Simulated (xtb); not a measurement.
# C2H8FGaS (SMILES C[S+](C)[GaH2-][F]) at GFN2-xTB

We compute a single-point energy of C2H8FGaS. 

The calculation is run with xtb 6.7.1.

1 further run of the same task is left out (set aside as unsound or not needed).

## Step 1: Starting point

C2H8FGaS has 13 atoms, charge 0, and is taken as a singlet. As SMILES, `C[S+](C)[GaH2-][F]`. The shape comes from GFN2-xTB, which is rough for such elements, and wasn't checked as a minimum. This is one conformer, not always the lowest.

Bond lengths: C1–S2 1.816 Å, S2–C3 1.816 Å, S2–Ga4 2.536 Å, Ga4–F5 1.763 Å, C1–H6 1.087 Å, C1–H7 1.086 Å, C1–H8 1.089 Å, C3–H9 1.088 Å, C3–H10 1.086 Å, C3–H11 1.087 Å, Ga4–H12 1.539 Å, Ga4–H13 1.539 Å. Some angles: C1–S2–C3 100.0°, C1–S2–Ga4 94.6°, C3–S2–Ga4 95.1°, S2–Ga4–F5 95.3°, S2–C1–H6 106.9°, S2–C1–H7 108.7°, S2–C1–H8 110.0°, S2–C3–H9 110.1°, S2–C3–H10 108.7°, S2–C3–H11 107.0°.

## Step 2: A single-point energy at GFN2-xTB

.CHRG reads:

```
0
```

.UHF reads:

```
0
```

xcontrol reads:

```
$scc
   guess=goedecker
$end
```

start.xyz reads:

```xyz
13

C     -1.37194000     0.50273000     0.81920000
S      0.09788000    -0.55242000     0.97452000
C      1.39991000     0.67167000     0.64946000
Ga    -0.01068000    -1.40450000    -1.41173000
F     -0.14107000     0.19217000    -2.14886000
H     -2.23912000    -0.14498000     0.92096000
H     -1.36033000     1.23703000     1.61991000
H     -1.38058000     0.98815000    -0.15512000
H      1.23781000     1.14193000    -0.31872000
H      1.39011000     1.40931000     1.44647000
H      2.34598000     0.13622000     0.65088000
H      1.38524000    -2.01969000    -1.61583000
H     -1.35322000    -2.15763000    -1.43114000
```

Launch:

```console
xtb --input xcontrol --scc -- start.xyz | tee run.log
```

Q: Predict the results. Wanted: total energy; dipole moment; HOMO energy; LUMO energy; HOMO–LUMO gap; dispersion energy; mean polarisability.

**Answer.** As computed:

At GFN2-xTB:

```
                      quantity          value
                  total energy   -17.60611 Eh
                 dipole moment         4.36 D
                   HOMO energy      -11.17 eV
                   LUMO energy       -6.51 eV
                 HOMO–LUMO gap        4.65 eV
             dispersion energy  -22.46 kJ/mol
mean polarisability (D4 model)     90.2 bohr³
```
